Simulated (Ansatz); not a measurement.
# AsH3OS (SMILES OS[AsH2]): single points off equilibrium

The task here is to estimate one member of a computed series from the others.

Computed with Ansatz 0.2.0, Gaussian basis. Level: single points in def2-TZVPP.

Correlated methods freeze the cores. Filled d shells of the heavier atoms are correlated.

**Where the work starts**

SMILES `OS[AsH2]`, 6 atoms, charge 0, spin multiplicity 1.

Atoms are counted from 1 here; the program's logs count them from 0.

Bond lengths: O1–S2 1.657 Å, O1–H4 1.003 Å, S2–As3 2.261 Å, As3–H5 1.446 Å, As3–H6 1.563 Å. Angles: S2–O1–H4 108.3°, O1–S2–As3 98.4°, S2–As3–H5 93.1°, S2–As3–H6 96.2°, H5–As3–H6 84.4°.

Geometry (Å):

```tsv
atom	x (Å)	y (Å)	z (Å)
O1	-0.69340	-1.10230	-0.60780
S2	-1.24420	0.45300	-0.46060
As3	0.68560	1.42570	0.20550
H4	-1.12940	-1.66000	0.10280
H5	1.49970	0.55050	-0.60800
H6	1.00300	0.40680	1.34800
```

The first run:

Input file run/in.yaml:

```yaml
crystal:
  periodic: [false, false, false]
  atoms:
    - {symbol: O, position_ang: [-0.693400, -1.102300, -0.607800]}
    - {symbol: S, position_ang: [-1.244200, 0.453000, -0.460600]}
    - {symbol: As, position_ang: [0.685600, 1.425700, 0.205500]}
    - {symbol: H, position_ang: [-1.129400, -1.660000, 0.102800]}
    - {symbol: H, position_ang: [1.499700, 0.550500, -0.608000]}
    - {symbol: H, position_ang: [1.003000, 0.406800, 1.348000]}
basis:
  gaussian: {orbitals: def2-TZVPP}
correlation: {method: ccsd_t}
output: {forces: true}
```

The command line of these runs was not kept.

Steps of the session up to this table: CCSD(T)/def2-TZVPP; PBE0-D4/def2-TZVPP; wB97M-V/def2-TZVPP; r2SCAN-D4/def2-TZVPP; PBE-D4/def2-TZVPP; r2SCAN0-D4/def2-TZVPP; r2SCANh-D4/def2-TZVPP.

One table of the session follows, with a row left open; its other results are not shown here.

| method | RMS force component (eV/Å) | angle to CCSD(T) forces (°) | dipole (D) |
| --- | --- | --- | --- |
| CCSD(T) | 0.893 | reference | 1.41 |
| PBE0-D4 | ? | ? | ? |
| wB97M-V | 0.887 | 7.1 | 1.40 |
| r2SCAN-D4 | 0.873 | 6.1 | 1.47 |
| PBE-D4 | 0.862 | 17.7 | 1.40 |
| r2SCAN0-D4 | 0.941 | 14.4 | 1.49 |
| r2SCANh-D4 | 0.894 | 8.0 | 1.48 |

Q: Estimate the row for PBE0-D4 from the others.

As computed: RMS force component (eV/Å): 0.902; angle to CCSD(T) forces (°): 11.0; dipole (D): 1.45. In the column «RMS force component (eV/Å)» it lies between r2SCANh-D4 (0.894) and r2SCAN0-D4 (0.941).
